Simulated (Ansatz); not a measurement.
Working through a rigid scan of one bond length of C3H5I, SMILES CC=CI

With Ansatz 0.2.0, Python API.

Input file `c3h5i.xyz`:
```text
9

C     0.02680    1.18110   -0.02210
C    -0.44940   -0.20690    0.04610
C     0.37300   -1.23500   -0.02830
I    -0.12950   -3.17260    0.09540
H    -0.31950    1.74820    0.85800
H    -0.50420    1.72560   -0.89000
H     1.08860    1.33350   -0.14470
H    -1.47450   -0.36230    0.15530
H     1.47720   -1.05800   -0.08690
```

Notebook, run cell by cell (the value of a cell's last expression is shown):

```python
import ansatz as az
import matplotlib.pyplot as plt
import numpy as np

BASIS = "def2-SVP"
FUNCTIONAL = "b3lyp"
VDW = "d3bj"
```

```python
c3h5i = az.Crystal.molecule_from_extxyz("c3h5i.xyz")
```

```python
symbols = [site.symbol for site in c3h5i.cartesian_sites]
start = np.array([site.position_ang for site in c3h5i.cartesian_sites])
axis = (start[0] - start[1]) / np.linalg.norm(start[0] - start[1])
moving = [0, 4, 5, 6]
lengths, energies = [1.293, 1.351, 1.41, 1.469, 1.528, 1.587, 1.645, 1.733], []
for length in lengths:
    xyz = start.copy()
    xyz[moving] += (length - np.linalg.norm(start[0] - start[1])) * axis
    point = az.Crystal.molecule()
    for symbol, place in zip(symbols, xyz):
        point = point.atom(symbol, place.tolist())
    base = (
        point.calculation()
        .basis(gaussian=BASIS)
        .functional(FUNCTIONAL, dispersion=VDW)
    )
    rep = base.run().report
    energies.append(rep["free_energy_ev"])
    print(f"r = {length:6.3f} A  E = {energies[-1]:.5f} eV  <S^2> = {abs(rep['mean_field']['state']['spin_squared']):.3f}")
```

    r =  1.293 A  E = -11292.22231 eV  <S^2> = 0.000
    r =  1.351 A  E = -11292.72994 eV  <S^2> = 0.000
    r =  1.410 A  E = -11293.02255 eV  <S^2> = 0.000
    r =  1.469 A  E = -11293.14672 eV  <S^2> = 0.000
    r =  1.528 A  E = -11293.14631 eV  <S^2> = 0.000
    r =  1.587 A  E = -11293.05472 eV  <S^2> = 0.000
    r =  1.645 A  E = -11292.90055 eV  <S^2> = 0.000
    r =  1.733 A  E = -11292.58556 eV  <S^2> = 0.000

```python
fit = np.polynomial.Polynomial.fit(lengths, np.array(energies) - min(energies), 4).convert()
roots = [r.real for r in fit.deriv().roots() if abs(r.imag) < 1e-9 and fit.deriv(2)(r.real) > 0]
r_e = min(roots, key=lambda r: abs(r - lengths[int(np.argmin(energies))]))
print(f"minimum of the fit at {r_e:.4f} A, force constant {fit.deriv(2)(r_e):.2f} eV/A^2")
plt.figure(figsize=(4.5, 3))
plt.plot(lengths, np.array(energies) - min(energies), "o-")
plt.xlabel("bond length (A)")
plt.ylabel("E - E(min) (eV)")
plt.tight_layout()
plt.savefig("scan.png", dpi=100)
```

    minimum of the fit at 1.4969 A, force constant 30.75 eV/A^2

Reading the output:
- The settings weren't tested for convergence.
- The rest of the molecule is held rigid at a force-field or estimated start geometry, and the basis set is modest; single-reference methods fail as a bond breaks.
- def2 sets replace the cores of elements past krypton by effective core potentials.
- b3lyp holds the VWN-RPA fit, as in Gaussian; the form of ORCA and Turbomole is b3lyp5.
- The orbitals are restricted, so S² is zero by construction.
- Wall time of the script: 28 s on 1 thread of Arm Neoverse V2 (shared host), peak memory 0.29 GiB.
